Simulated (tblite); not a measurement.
# CH7NOSi (SMILES OCN[SiH3]) at GFN1-xTB (GBSA thf, solution state bar1mol)

We compute the energy of CH7NOSi. The job is set up through a Python script.

The calculation is run with tblite 0.8.0.

8 further runs of the same task are left out: 1 that didn't finish, 7 set aside as unsound or not needed.

## 1. The system as given

CH7NOSi: 11 atoms, total charge 0, spin state singlet. SMILES: `OCN[SiH3]`. Geometry: relaxed at PBE0-D4/def2-TZVP. This is one conformer, not always the lowest.

Bond lengths: O1–C2 1.405 Å, C2–N3 1.432 Å, N3–Si4 1.720 Å, O1–H5 0.962 Å, C2–H6 1.095 Å, C2–H7 1.100 Å, N3–H8 1.009 Å, Si4–H9 1.487 Å, Si4–H10 1.492 Å, Si4–H11 1.485 Å. Some angles: O1–C2–N3 112.6°, C2–N3–Si4 124.6°, O1–C2–H6 104.7°, O1–C2–H7 111.2°, N3–C2–H6 112.6°, N3–C2–H7 107.8°, C2–O1–H5 107.2°, C2–N3–H8 113.6°, Si4–N3–H8 119.4°, N3–Si4–H9 108.0°.

## 2. A single-point energy at GFN1-xTB (GBSA thf, solution state bar1mol)

job.py reads:

```python
import json
import numpy as np
from tblite.interface import Calculator

symbols = ["O", "C", "N", "Si", "H", "H", "H", "H", "H", "H", "H"]
numbers = np.array([8, 6, 7, 14, 1, 1, 1, 1, 1, 1, 1])
positions = np.array([  # bohr
    [-2.282789, 3.417570, -1.263093],
    [-0.018519, 2.263514, -0.492463],
    [0.040629, -0.386071, -1.043507],
    [0.892896, -2.694560, 1.079412],
    [-3.648494, 2.439825, -0.565595],
    [1.468128, 3.312879, -1.476443],
    [0.284971, 2.495572, 1.550331],
    [0.062739, -0.775733, -2.909611],
    [-0.401945, -2.155233, 3.515080],
    [3.655486, -2.863880, 1.621574],
    [0.070109, -5.161976, 0.024000],
])

xtb = Calculator("GFN1-xTB", numbers, positions, charge=0, uhf=0)
xtb.add("gbsa-solvation", "thf", "bar1mol")
wfn = xtb.singlepoint()

print(f"Energy: {wfn.get('energy') * 2625.4996:.8f} kJ/mol")
eps = np.atleast_2d(wfn.get("orbital-energies")) * 27.211386
occ = np.atleast_2d(wfn.get("orbital-occupations"))
filled = occ.sum(axis=0) if eps.shape[0] == 1 else occ[0]
homo = np.nonzero(filled > 0.5)[0].max()
print("  MO   occupation   energy/eV")
for i in range(max(0, homo - 4), min(eps.shape[1], homo + 5)):
    print(f"{i + 1:4d} {filled[i]:10.4f} {eps[0, i]:12.4f}")
mu = wfn.get("dipole") * 2.541746
print(f"Dipole moment: {np.linalg.norm(mu):.4f} D, components " + " ".join(f"{c:.4f}" for c in mu))
q = wfn.get("charges")
print("Charges:", " ".join(f"{s}{i + 1}={c:+.4f}" for i, (s, c) in enumerate(zip(symbols, q))))
out = {k: np.asarray(wfn.get(k)).tolist() for k in ("energy", "gradient", "charges", "dipole", "orbital-energies", "orbital-occupations")}
out.update(symbols=symbols, positions=(positions * 0.529177210903).tolist())
json.dump(out, open("results.json", "w"))
```

Command:

```sh
$ python job.py
```

What values should one expect? Wanted: total energy; dipole moment; HOMO energy; LUMO energy; HOMO–LUMO gap; largest force on an atom.

Computed results:

Level: GFN1-xTB (GBSA thf, solution state bar1mol).

| quantity | value |
| --- | --- |
| total energy | -15.68516 Eh |
| dipole moment | 0.92 D |
| HOMO energy | -11.50 eV |
| LUMO energy | -5.22 eV |
| HOMO–LUMO gap | 6.27 eV |
| largest force on an atom | 1.233 eV/Å |

The largest force is 1.23 eV/Å: the shape isn't a stationary point for this species at this level.
